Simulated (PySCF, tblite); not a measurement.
**C8H11P: geometry, infrared bands and NMR shifts**

Aim: predict the infrared bands and NMR shifts of C8H11P (`CCc1ccc(C)cp1`).

Computed with tblite 0.8.0 and PySCF 2.14.0, with density-fitted response routines of our own, on a single molecule in the gas phase. Atoms are numbered from 0 throughout.

## 1. The molecule as given

20 atoms, charge 0, multiplicity 1; geometry from: force field or distance geometry start.

Bonds of the start (Å): C0–C1 1.49, C1–C2 1.49, C2–C3 1.36, C3–C4 1.36, C4–C5 1.37, C5–C6 1.50, C5–C7 1.37, C7–P8 1.74, P8–C2 1.74, C0–H9 1.12, C0–H10 1.12, C0–H11 1.09, C1–H12 1.12, C1–H13 1.11, C3–H14 1.11, C4–H15 1.10, C6–H16 1.11, C6–H17 1.13, C6–H18 1.09, C7–H19 1.09.

## 2. Geometry optimisation with GFN2-xTB

The job: settings as JSON, then the geometry in Å.

```
{"job": {"kind": "relax", "xc": "GFN2-xTB", "basis": "xTB"}, "charge": 0, "multiplicity": 1}
C     -3.116200    -0.294500    -1.136500
C     -2.458800     0.505100    -0.064900
C     -0.967600     0.436900    -0.073900
C     -0.313100    -0.528800     0.616800
C      1.033300    -0.702000     0.694500
C      1.975600     0.071500     0.062100
C      3.430100    -0.264700     0.250100
C      1.715400     1.161400    -0.732100
P      0.038300     1.548300    -0.955300
H     -4.190800     0.034900    -1.147200
H     -3.160400    -1.370800    -0.817900
H     -2.647300    -0.174100    -2.117200
H     -2.732200     1.588800    -0.174900
H     -2.861700     0.241700     0.940000
H     -0.937300    -1.239500     1.189500
H      1.418900    -1.532200     1.306600
H      3.683000    -0.095600     1.313700
H      3.493800    -1.383000     0.082200
H      4.088200     0.260100    -0.440600
H      2.503700     1.747100    -1.207700
```

Command:

```bash
OMP_NUM_THREADS=1 python probes_run.py task.json out
```

One launch serves the whole session: the jobs run in the order shown.

**Question.** This job is followed by: GFN2-xTB harmonic vibrations, gas phase; GIAO PBE0/pcSseg-1 NMR shielding, non-relativistic, gas phase. Predict these results of the whole session: strongest single infrared mode (GFN2-xTB); zero-point energy (GFN2-xTB); ¹³C shifts against TMS (PBE0/pcSseg-1); ¹H shifts against TMS (PBE0/pcSseg-1, means over atoms taken as alike); ³¹P shifts against H3PO4 (PBE0/pcSseg-1); surface potential, 1st and 99th percentile.

The runs gave:

```
                                                              quantity                                                    value
                             strongest single infrared mode (GFN2-xTB)                                     3029 cm⁻¹, 79 km/mol
                                          zero-point energy (GFN2-xTB)                                           103.3 kcal/mol
                                ¹³C shifts against TMS (PBE0/pcSseg-1)  186.5, 164.7, 145.2, 138.9, 135.9, 38.1, 27.9, 25.7 ppm
¹H shifts against TMS (PBE0/pcSseg-1, means over atoms taken as alike)                   8.88, 7.98, 7.60, 3.02, 2.64, 1.28 ppm
                              ³¹P shifts against H3PO4 (PBE0/pcSseg-1)                                                228.1 ppm
                                 surface potential, 1st and 99th percentile                                       -0.81 V and 0.86 V
```

**Reading.** Over 64 steps the energy fell by 0.634 eV; of the close pairs, C6–H17 changed most, 1.133 to 1.089 Å. No mode is imaginary among the 54: a minimum at this level. Unscaled tight-binding wavenumbers are off by several per cent, some by more. Its intensities can rank the bands wrongly. At PBE0/pcSseg-1: The widest tensor belongs to P8: span 651 ppm, with a paramagnetic part of -880 ppm. NICS(1)zz of -26 ppm above the planar ring from C2 marks a diatropic (aromatic) ring current. At PBE0/pcSseg-1, counted by nearest atom on the grid, the HOMO lies on P8 31 %; C2, C4 about 20 % each, the LUMO on P8 38 %; C4 18 %.
